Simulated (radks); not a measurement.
**The first electron to leave Cs¹¹⁺**

Cs¹¹⁺ stands in [Kr] 4d(3/2: 4, 5/2: 4). From which sub-shell is an electron easiest to take? Each removal is a run of its own. The parent's configuration is the lowest that an earlier search found at this level.

The numbers are computed with radks (a radial shooting solver on a logarithmic mesh, Libxc functionals) version 1 (Dirac Kohn-Sham, PBE, spin-unpolarised, spherical densities, finite nucleus), except any that are marked as measured or tabulated.

3 further runs of the same task are left out: 3 set aside as unsound or not needed.

### 1 The system

* element: caesium (Z = 55)
* charge: +11
* electrons: 44
* configuration: [Kr] 4d(3/2: 4, 5/2: 4)
* nuclear rms radius: 4.8041 fm

A shell typed twice in an input gives the lower j, then the higher j.

### 2 The parent, Cs¹¹⁺

From an earlier run at this level the parent has E = -7753.297581 hartree and these outer levels (eV):

| level | occupation | energy (eV) |
| --- | --- | --- |
| 3p3/2 | 4 | -1150.5 |
| 3d3/2 | 4 | -907.27 |
| 3d5/2 | 6 | -892.86 |
| 4s1/2 | 2 | -401.07 |
| 4p1/2 | 2 | -350.45 |
| 4p3/2 | 4 | -335.82 |
| 4d3/2 | 4 | -252.31 |
| 4d5/2 | 4 | -249.70 |

### 3 Remove 4d5/2: [Kr] 4d(3/2: 4, 5/2: 3)

The run's settings:

```text
Z 55
configuration [Kr] 4d4 4d3
relativity Dirac
functional pbe,pbe
spin unpolarised
j_filling energy
nucleus finite rms 4.8041 fm
c 137.035999084
```

### 4 Remove 4d3/2: [Kr] 4d(3/2: 3, 5/2: 4)

Changes since step 3:

```diff
@@ -1,3 +1,3 @@
 Z 55
-configuration [Kr] 4d4 4d3
+configuration [Kr] 4d3 4d4
 relativity Dirac
```

### 5 Remove 4p3/2: [Ar] 3d10 4s2 4p(1/2: 2, 3/2: 3) 4d(3/2: 4, 5/2: 4)

Changes since step 4:

```diff
@@ -1,3 +1,3 @@
 Z 55
-configuration [Kr] 4d3 4d4
+configuration [Ar] 3d10 4s2 4p2 4p3 4d4 4d4
 relativity Dirac
```

### 6 Remove 4p1/2: [Ar] 3d10 4s2 4p(1/2: 1, 3/2: 4) 4d(3/2: 4, 5/2: 4)

Changes since step 5:

```diff
@@ -1,3 +1,3 @@
 Z 55
-configuration [Ar] 3d10 4s2 4p2 4p3 4d4 4d4
+configuration [Ar] 3d10 4s2 4p1 4p4 4d4 4d4
 relativity Dirac
```

**Question.** What will these runs give? Wanted: for each run, case; final configuration; Δ-SCF; −ε of the level emptied.

The runs gave:

| case | final configuration | Δ-SCF (eV) | −ε of the level emptied (eV) |
| --- | --- | --- | --- |
| remove 4d5/2 | [Kr] 4d(3/2: 4, 5/2: 3) | 263.45 | 249.70 |
| remove 4d3/2 | [Kr] 4d(3/2: 3, 5/2: 4) | 266.17 | 252.31 |
| remove 4p3/2 | [Ar] 3d10 4s2 4p(1/2: 2, 3/2: 3) 4d(3/2: 4, 5/2: 4) | 350.42 | 335.82 |
| remove 4p1/2 | [Ar] 3d10 4s2 4p(1/2: 1, 3/2: 4) 4d(3/2: 4, 5/2: 4) | 365.43 | 350.45 |

**Reading.** The 4d5/2 electron leaves first, at 263.45 eV; the next cheapest, 4d3/2, costs 266.17 eV. 4d5/2 is also the highest occupied level of the parent. NIST lists 261 eV (theoretical), between the same two configurations. Spin polarisation and multiplet splitting are left out, so open shells lie too high by an amount that depends on their filling.
